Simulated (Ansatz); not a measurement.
**ReSb (rocksalt type): how the settings move a single-point run**

How sensitive is a single-point run of ReSb (rocksalt type) to its settings? A reference run comes first, then one run with altered input.

Method: reference: DFT, LDA, all-electron LAPW, scalar-relativistic, in Ansatz 0.2.0.

### 1 The starting structure

Symmetry: Fm-3m, No. 225, cubic system. Conventional cell: a = 5.371 Å, b = 5.371 Å, c = 5.371 Å, α = 90.00°, β = 90.00°, γ = 90.00°. Re (site symmetry m-3m) has 6 Sb at 2.69 Å in its first shell of neighbours. Sb (site symmetry m-3m) is surrounded by 6 Re at 2.69 Å.

Coordinates:

```cif
data_structure
_symmetry_space_group_name_H-M 'P 1'
_symmetry_Int_Tables_number 1
_cell_length_a 3.7977
_cell_length_b 3.7977
_cell_length_c 3.7977
_cell_angle_alpha 60.000
_cell_angle_beta 60.000
_cell_angle_gamma 60.000
_cell_volume 38.73
loop_
_atom_site_label
_atom_site_type_symbol
_atom_site_fract_x
_atom_site_fract_y
_atom_site_fract_z
_atom_site_occupancy
Re1 Re 0.00000 0.00000 0.00000 1
Sb1 Sb 0.50000 0.50000 0.50000 1
```

### 2 The reference run

The input, input.yaml:

```yaml
crystal:
  lattice:
    - [0.0, 2.6854092159, 2.6854092159]
    - [2.6854092159, 0.0, 2.6854092159]
    - [2.6854092159, 2.6854092159, 0.0]
  atoms:
    - { symbol: Re, position: [0.0, 0.0, 0.0] }
    - { symbol: Sb, position: [0.5, 0.5, 0.5] }
kpoints:
  mp_grid: { grid: [12, 12, 12] }
  band_path:
    path:
      - [0.0, 0.0, 0.0]
      - [0.5, 0.0, 0.5]
      - [0.625, 0.25, 0.625]
      - [0.375, 0.375, 0.75]
      - [0.0, 0.0, 0.0]
      - [0.5, 0.5, 0.5]
      - [0.5, 0.25, 0.75]
      - [0.5, 0.0, 0.5]
    npoints: 14
scf:
  occupations: { method: fermi_dirac, width: 0.08 }
hamiltonian:
  xc: lda
  pseudopotentials: { kind: all_electron, lapw: { basis_error: 0.001 } }
output:
  forces: true
  stress: true
  eigenvalues: true
  populations: true
  dos: { projected: true, de: 0.2, e_range: [-14, 8] }
```

The run is started by

```console
ansatz run input.yaml --threads 1 --pin off --max-ram 2048MiB --backend cpu --events-out ev --progress --plain --runs-dir out
```

### 3 Changing settings: scf.algorithm density_mixing, mixing.algorithm broyden, mixing.beta 0.05

Edit input.yaml of step 2 so:

```diff
@@ -23,2 +23,4 @@
   occupations: { method: fermi_dirac, width: 0.08 }
+  algorithm: density_mixing
+  mixing: { algorithm: broyden, beta: 0.05 }
 hamiltonian:
@@ -31,2 +33 @@
   populations: true
-  dos: { projected: true, de: 0.2, e_range: [-14, 8] }
```

What does the calculation give? Wanted: for each run, ending; energy change; pressure; gap; force.

**Answer**, as computed:

```
                                                                        run     ending  energy change  pressure (GPa)  gap (eV)  force (eV/Å)  cycles  time
                                                                  reference  converged              0             0.0      0.00          0.00       9  54 s
1: scf.algorithm density_mixing, mixing.algorithm broyden, mixing.beta 0.05  converged   0.0 meV/atom             0.0      0.00          0.00      15  79 s
```

Times don't compare one to one where runs were asked for different outputs or read a saved state (see the inputs); cycles may leave out searches for a lower state.

Residual by cycle in the longest SCF loop of each run; runs are numbered as in the table. The quantity is the density residual dr2, in eV.

```
cycle  reference    run 1
    1      0.387    0.387
    2     0.0295    0.331
    4    0.00356   0.0144
    5     8.9e-4   0.0135
    6     9.9e-5  0.00538
    7     1.1e-5  0.00205
    9     9.2e-8   1.0e-4
   10          -   2.8e-5
   11          -   1.7e-5
   12          -   1.3e-6
   14          -   1.6e-7
   15          -   1.5e-8
```

With the changed solver and mixing the energy agrees within 0.5 meV/atom. The reference leaves spin out although Re can carry a moment, so its state need not be the lowest.
